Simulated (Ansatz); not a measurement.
# ClGaH2O: one structure at several levels

An exercise on one series of results from a longer session: the logs are not shown, and one member is left open.

Method: single points in def2-TZVPP; program: Ansatz 0.2.0, Gaussian basis.

Cores are frozen in the correlated methods. Filled d shells of the heavier atoms are correlated.

### Where the work starts

5 atoms, charge 0, spin multiplicity 1.

Atoms are counted from 1 here; the program's logs count them from 0.

Bond lengths: O1–Ga2 1.757 Å, O1–H4 0.845 Å, Ga2–Cl3 2.113 Å, Ga2–H5 1.527 Å. Angles: Ga2–O1–H4 136.5°, O1–Ga2–Cl3 121.6°, O1–Ga2–H5 113.0°, Cl3–Ga2–H5 124.3°.

Geometry (Å):

```xyz
5

O    -1.1083    0.4608   -0.4034
Ga    0.5276    0.0753    0.1102
Cl    1.1297   -1.9136    0.4911
H    -1.7203    0.0761   -0.8418
H     1.3346    1.3094    0.5083
```

The first run:

run/in.yaml

```yaml
crystal:
  periodic: [false, false, false]
  atoms:
    - {symbol: O, position_ang: [-1.108300, 0.460800, -0.403400]}
    - {symbol: Ga, position_ang: [0.527600, 0.075300, 0.110200]}
    - {symbol: Cl, position_ang: [1.129700, -1.913600, 0.491100]}
    - {symbol: H, position_ang: [-1.720300, 0.076100, -0.841800]}
    - {symbol: H, position_ang: [1.334600, 1.309400, 0.508300]}
basis:
  gaussian: {orbitals: def2-TZVPP}
correlation: {method: ccsd_t}
output: {forces: true}
```

No record of the launch command was kept for these runs.

Steps of the session up to this table: CCSD(T)/def2-TZVPP; PBE0-D4/def2-TZVPP; wB97M-V/def2-TZVPP; r2SCAN-D4/def2-TZVPP; PBE-D4/def2-TZVPP; B97M-V/def2-TZVPP; revPBE-D4/def2-TZVPP.

One table of the session follows, with a row left open; its other results are not shown here.

```
   method  RMS force component (eV/Å)  angle to CCSD(T) forces (°)  dipole (D)
  CCSD(T)                       3.203                    reference        0.96
  PBE0-D4                       3.195                          0.7        0.97
  wB97M-V                       3.186                          0.8        0.97
r2SCAN-D4                           ?                            ?           ?
   PBE-D4                       3.342                          2.4        0.96
   B97M-V                       3.128                          1.1        0.98
revPBE-D4                       3.318                          3.4        0.97
```

**Question.** Estimate the row for r2SCAN-D4.

**Answer.** RMS force component (eV/Å): 3.219; angle to CCSD(T) forces (°): 0.7; dipole (D): 0.99. In the column «RMS force component (eV/Å)» it lies between CCSD(T) (3.203) and revPBE-D4 (3.318).
